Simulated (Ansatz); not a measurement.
**BBr₂F: how energies converge with the basis set**

An exercise on one series of results from a longer session: the logs are not shown, and one member is left open.

Computed with Ansatz 0.2.0, Gaussian basis. Level: one geometry, several basis sets.

Plan: PBE0-D4/def2-SVP; ωB97M-V/def2-SVP; PBE0-D4/def2-QZVPP; ωB97M-V/def2-QZVPP; the functionals' def2-TZVPP values are taken from earlier runs.

## The geometry

The geometry comes from an earlier relaxation with PBE0-D4 in a triple-zeta def2 set; it is a stationary point.

SMILES `FB(Br)Br`, 4 atoms, charge 0, spin multiplicity 1.

Atoms are counted from 1 here; the program's logs count them from 0.

Bond lengths: F1–B2 1.307 Å, B2–Br3 1.901 Å, B2–Br4 1.901 Å. Angles: F1–B2–Br3 119.1°, F1–B2–Br4 119.1°, Br3–B2–Br4 121.8°.

Set-up of the first run:

in.yaml reads:

```yaml
crystal:
  periodic: [false, false, false]
  atoms:
    - {symbol: F, position_ang: [1.336279, 0.443607, 0.346472]}
    - {symbol: B, position_ang: [0.138198, 0.028051, 0.027989]}
    - {symbol: Br, position_ang: [-0.470947, -1.642032, 0.700916]}
    - {symbol: Br, position_ang: [-0.947929, 1.110075, -1.095678]}
basis:
  gaussian: {orbitals: def2-SVP}
hamiltonian: {xc: pbe0, dispersion: d4}
output: {orbitals: {seedname: orbitals}}
```

Launch:

```
$ ansatz run in.yaml --threads 4 --pin off --events-out ev --progress --plain --max-ram 10444MiB
```

Among the steps run: PBE0-D4 in def2-SVP; ωB97M-V in def2-SVP; PBE0-D4 in def2-QZVPP; ωB97M-V in def2-QZVPP.

One of the session's tables, all rows but one given; the rest of the session is left out.

It belongs to the step «Functionals by basis». 

| functional | basis | HOMO (eV) |
| --- | --- | --- |
| PBE0-D4 | def2-SVP | ? |
| PBE0-D4 | def2-TZVPP | -8.63 |
| PBE0-D4 | def2-QZVPP | -8.65 |
| ωB97M-V | def2-SVP | -10.70 |
| ωB97M-V | def2-TZVPP | -10.83 |
| ωB97M-V | def2-QZVPP | -10.85 |

Estimate the missing values for PBE0-D4, def2-SVP.

As computed: HOMO (eV): -8.52. In the column «HOMO (eV)» it is the highest.
